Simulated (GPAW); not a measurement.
The system is Ba2Tl5V3O12.

```xyz
22
Lattice="4.2370 2.4462 6.1284 -4.2370 2.4462 6.1284 0.0000 -4.8924 6.1284" Properties=species:S:1:pos:R:3 pbc="T T T"
Ba    0.0000    0.0000    9.1926
Ba    0.0000    0.0000    0.0000
V     0.0000    2.4462    6.1284
V    -2.1185   -1.2231    6.1284
V     2.1185   -1.2231    6.1284
Tl    0.0000   -2.4462    3.0642
Tl    2.1185    1.2231    3.0642
Tl   -2.1185    1.2231    3.0642
Tl    0.0000    0.0000   13.6133
Tl    0.0000    0.0000    4.7719
O     2.6932   -0.0671    7.4143
O    -1.2885    2.3659    7.4143
O    -1.4047   -2.2988    7.4143
O    -1.4047    2.2988   10.9709
O     2.6932    0.0671   10.9709
O    -1.2885   -2.3659   10.9709
O    -2.6932    0.0671   10.9709
O     1.2885   -2.3659   10.9709
O     1.4047    2.2988   10.9709
O     1.4047   -2.2988    7.4143
O    -2.6932   -0.0671    7.4143
O     1.2885    2.3659    7.4143
```

The cell was built by a generator and needn't be a form met in nature.

Base run:

| Item | Value |
| --- | --- |
| Program | GPAW 26.7.0 |
| Functional | PBE |
| Potentials or basis | GPAW PAW data sets (gpaw-data 1.2.1) |
| Cutoff | 800 eV |
| Basis | pw |
| k mesh | 3 × 3 × 3 |
| Occupations | fermi-dirac, width 0.05 eV |
| Spin | collinear spin, ferromagnetic start |
| Starting moments | [0.0, 0.0, 2.0, 2.0, 2.0, 0.0, 0.0, 0.0, 0.0, 0.0, 0.0, 0.0, 0.0, 0.0, 0.0, 0.0, 0.0, 0.0, 0.0, 0.0, 0.0, 0.0] μB |

Its results: pressure 0.4 GPa; net moment 1.17 μB per cell; site moments Ba +0.00, -0.00; V +0.34; Tl +0.00, +0.02; O -0.01 μB; largest force 0.282 eV/Å.

After a change of settings the same cell gave: pressure 1.0 GPa; net moment 1.28 μB per cell; site moments Ba +0.00, -0.00; V +0.52; Tl -0.00, +0.00; O -0.03 μB; largest force 0.517 eV/Å. Which change was it?
A. hubbard terms from none to V d U = 2 eV
B. k mesh from 3 × 3 × 3 to 4 × 4 × 4
C. k mesh from 3 × 3 × 3 to 2 × 2 × 2; dispersion from none to D3
D. k mesh from 3 × 3 × 3 to 2 × 2 × 2; dispersion from none to D3(BJ)

A.
